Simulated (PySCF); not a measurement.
# SnCl2 (SMILES [Cl][Sn][Cl]): FCI/STO-6G (functionals set, moving atoms (1, 2))

Aim: the energy along one coordinate of SnCl2. 

Program for the calculation: PySCF 2.14.0.

## (1) The molecule

SnCl2: 3 atoms, total charge 0, spin state singlet. As SMILES, `[Cl][Sn][Cl]`. Geometry: relaxed at PBE0-D4/def2-TZVP.

Bond lengths: Cl1–Sn2 2.363 Å, Sn2–Cl3 2.363 Å. Angles: Cl1–Sn2–Cl3 98.4°.

## (2) An energy scan at FCI/STO-6G (functionals set, moving atoms (1, 2))

Contents of curve.py:

```python
import numpy as np
from pyscf import cc, dft, gto, mcscf, mp, scf

symbols = ["Cl", "Sn", "Cl"]
xyz = np.array([
    [1.154200, 1.220700, 0.756000],
    [-0.796900, 0.518900, -0.376600],
    [-0.368200, -1.804500, -0.392600],
])
i, j, moving = 2, 1, [0, 1]
u = (xyz[j] - xyz[i]) / np.linalg.norm(xyz[j] - xyz[i])
r0 = np.linalg.norm(xyz[j] - xyz[i])
functionals = {"B3LYP": "b3lyp", "M06-2X": "m062x", "BHLYP": "bhandhlyp"}

def stable(mf, dm=None):
    for _ in range(4):
        mf.kernel(dm)
        if not mf.converged:
            mf = mf.newton().run(mf.mo_coeff, mf.mo_occ).undo_soscf()
        mo, _, ok, _ = mf.stability(return_status=True)
        if ok:
            break
        dm = mf.make_rdm1(mo, mf.mo_occ)
    return mf

def value(obj):
    return obj.e_tot if obj.converged else float("nan")

def exact(mf):
    ci = mcscf.CASCI(mf, 17, (14, 14))
    ci.fix_spin_(ss=0)
    ci.fcisolver.max_cycle = 200
    return ci.kernel()[0], 0.0

cols = ["RHF", "UHF", "MP2", "CCSD", "CCSD(T)", "UMP2", "UCCSD", "UCCSD(T)", "B3LYP", "M06-2X", "BHLYP", "FCI"]
rows, s2, dw = [], [], []
dm_r = None
distances = [1.8901, 2.3627, 2.4808, 2.5989, 3.3077, 3.7803, 4.2528]
for r in distances:
    x = xyz.copy()
    x[moving] += (r - r0) * u
    mol = gto.M(atom=list(zip(symbols, x)), basis="sto-6g", charge=0, spin=0, verbose=0)
    rhf = scf.RHF(mol).set(conv_tol=1e-10, max_cycle=200)
    rhf.kernel(dm_r)
    if not rhf.converged:
        rhf = rhf.newton().run(rhf.mo_coeff, rhf.mo_occ)
    dm_r = rhf.make_rdm1()
    uhf = stable(scf.UHF(mol).set(conv_tol=1e-9, max_cycle=200))
    e = [value(rhf), value(uhf)]
    for ref in (rhf, uhf):
        c = cc.CCSD(ref, frozen=28).set(max_cycle=120).run()
        e += [mp.MP2(ref, frozen=28).run().e_tot, value(c), c.e_tot + c.ccsd_t() if c.converged else float("nan")]
    for xc in functionals.values():
        e.append(value(stable(dft.UKS(mol, xc=xc).set(conv_tol=1e-8, max_cycle=80), uhf.make_rdm1())))
    e_ref, w = exact(rhf)
    rows.append(e + [e_ref])
    s2.append(uhf.spin_square()[0])
    dw.append(w)
    print(f"r = {r:.4f} A  " + "  ".join(f"{k} {v:.6f}" for k, v in zip(cols, rows[-1])) + f"  <S^2>(UHF) {s2[-1]:.3f}", flush=True)
rows = np.array(rows)
print("\nenergies relative to r = 2.3627 A, mEh")
print("r/A    " + "".join(f"{k:>10s}" for k in cols))
for r, row in zip(distances, rows):
    print(f"{r:<7.3f}" + "".join(f"{v:10.2f}" for v in (row - rows[1]) * 1000))
print("\nnon-parallelity error against FCI, mEh")
for k, d in zip(cols[:-1], (rows[:, :-1] - rows[:, -1:]).T * 1000):
    print(f"{k:>10s} {np.nanmax(d) - np.nanmin(d):10.3f}")
```

On the command line:

```bash
$ python curve.py
```

The log of the run:

```text
r = 1.8901 A  RHF -6910.328521  UHF -6910.328912  MP2 -6910.357575  CCSD -6910.367885  CCSD(T) -6910.369307  UMP2 -6910.355278  UCCSD -6910.367866  UCCSD(T) -6910.369275  B3LYP -6913.719109  M06-2X -6913.894595  BHLYP -6913.910775  FCI -6910.369583  <S^2>(UHF) 0.134
r = 2.3627 A  RHF -6910.425375  UHF -6910.426557  MP2 -6910.456894  CCSD -6910.469167  CCSD(T) -6910.470922  UMP2 -6910.453507  UCCSD -6910.469139  UCCSD(T) -6910.470876  B3LYP -6913.810832  M06-2X -6913.982368  BHLYP -6914.000556  FCI -6910.471347  <S^2>(UHF) 0.225
r = 2.4808 A  RHF -6910.418526  UHF -6910.419748  MP2 -6910.450932  CCSD -6910.463805  CCSD(T) -6910.465646  UMP2 -6910.447474  UCCSD -6910.463782  UCCSD(T) -6910.465602  B3LYP -6913.805763  M06-2X -6913.975974  BHLYP -6913.994126  FCI -6910.466127  <S^2>(UHF) 0.228
r = 2.5989 A  RHF -6910.406669  UHF -6910.407863  MP2 -6910.440097  CCSD -6910.453617  CCSD(T) -6910.455545  UMP2 -6910.436609  UCCSD -6910.453599  UCCSD(T) -6910.455505  B3LYP -6913.796384  M06-2X -6913.965165  BHLYP -6913.983220  FCI -6910.456084  <S^2>(UHF) 0.226
r = 3.3077 A  RHF -6910.304456  UHF -6910.312442  MP2 -6910.346125  CCSD -6910.365023  CCSD(T) -6910.367404  UMP2 -6910.338194  UCCSD -6910.365292  UCCSD(T) -6910.367153  B3LYP -6913.714662  M06-2X -6913.873297  BHLYP -6913.891743  FCI -6910.367978  <S^2>(UHF) 0.502
r = 3.7803 A  RHF -6910.249847  UHF -6910.285865  MP2 -6910.297359  CCSD -6910.324228  CCSD(T) -6910.327130  UMP2 -6910.306414  UCCSD -6910.324048  UCCSD(T) -6910.325914  B3LYP -6913.675129  M06-2X -6913.835576  BHLYP -6913.855107  FCI -6910.326750  <S^2>(UHF) 0.886
r = 4.2528 A  RHF -6910.215648  UHF -6910.279737  MP2 -6910.269639  CCSD -6910.309780  CCSD(T) -6910.316879  UMP2 -6910.299064  UCCSD -6910.309832  UCCSD(T) -6910.310884  B3LYP -6913.658159  M06-2X -6913.817794  BHLYP -6913.838386  FCI -6910.311977  <S^2>(UHF) 0.989

energies relative to r = 2.3627 A, mEh
r/A           RHF       UHF       MP2      CCSD   CCSD(T)      UMP2     UCCSD  UCCSD(T)     B3LYP    M06-2X     BHLYP       FCI
1.890       96.85     97.65     99.32    101.28    101.62     98.23    101.27    101.60     91.72     87.77     89.78    101.76
2.363        0.00      0.00      0.00      0.00      0.00      0.00      0.00      0.00      0.00      0.00      0.00      0.00
2.481        6.85      6.81      5.96      5.36      5.28      6.03      5.36      5.27      5.07      6.39      6.43      5.22
2.599       18.71     18.69     16.80     15.55     15.38     16.90     15.54     15.37     14.45     17.20     17.34     15.26
3.308      120.92    114.11    110.77    104.14    103.52    115.31    103.85    103.72     96.17    109.07    108.81    103.37
3.780      175.53    140.69    159.54    144.94    143.79    147.09    145.09    144.96    135.70    146.79    145.45    144.60
4.253      209.73    146.82    187.25    159.39    154.04    154.44    159.31    159.99    152.67    164.57    162.17    159.37

non-parallelity error against FCI, mEh
       RHF     55.266
       UHF     23.297
       MP2     30.329
      CCSD      1.256
   CCSD(T)      5.476
      UMP2     16.872
     UCCSD      0.985
  UCCSD(T)      0.784
     B3LYP     10.041
    M06-2X     19.692
     BHLYP     17.426
```

It took 12 min on 1 thread of Arm Neoverse V1, shared host; peak memory 0.37 GiB.

Energies in eV from each method's first point:

```
distance (Å)    RHF    UHF    MP2   CCSD  CCSD(T)   UMP2  UCCSD  UCCSD(T)  B3LYP  M06-2X  BHLYP    FCI
       1.890   0.00   0.00   0.00   0.00     0.00   0.00   0.00      0.00   0.00    0.00   0.00   0.00
       2.363  -2.64  -2.66  -2.70  -2.76    -2.77  -2.67  -2.76     -2.76  -2.50   -2.39  -2.44  -2.77
       2.481  -2.45  -2.47  -2.54  -2.61    -2.62  -2.51  -2.61     -2.62  -2.36   -2.21  -2.27  -2.63
       2.599  -2.13  -2.15  -2.25  -2.33    -2.35  -2.21  -2.33     -2.35  -2.10   -1.92  -1.97  -2.35
       3.308   0.65   0.45   0.31   0.08     0.05   0.46   0.07      0.06   0.12    0.58   0.52   0.04
       3.780   2.14   1.17   1.64   1.19     1.15   1.33   1.19      1.18   1.20    1.61   1.51   1.17
       4.253   3.07   1.34   2.39   1.58     1.43   1.53   1.58      1.59   1.66    2.09   1.97   1.57
```
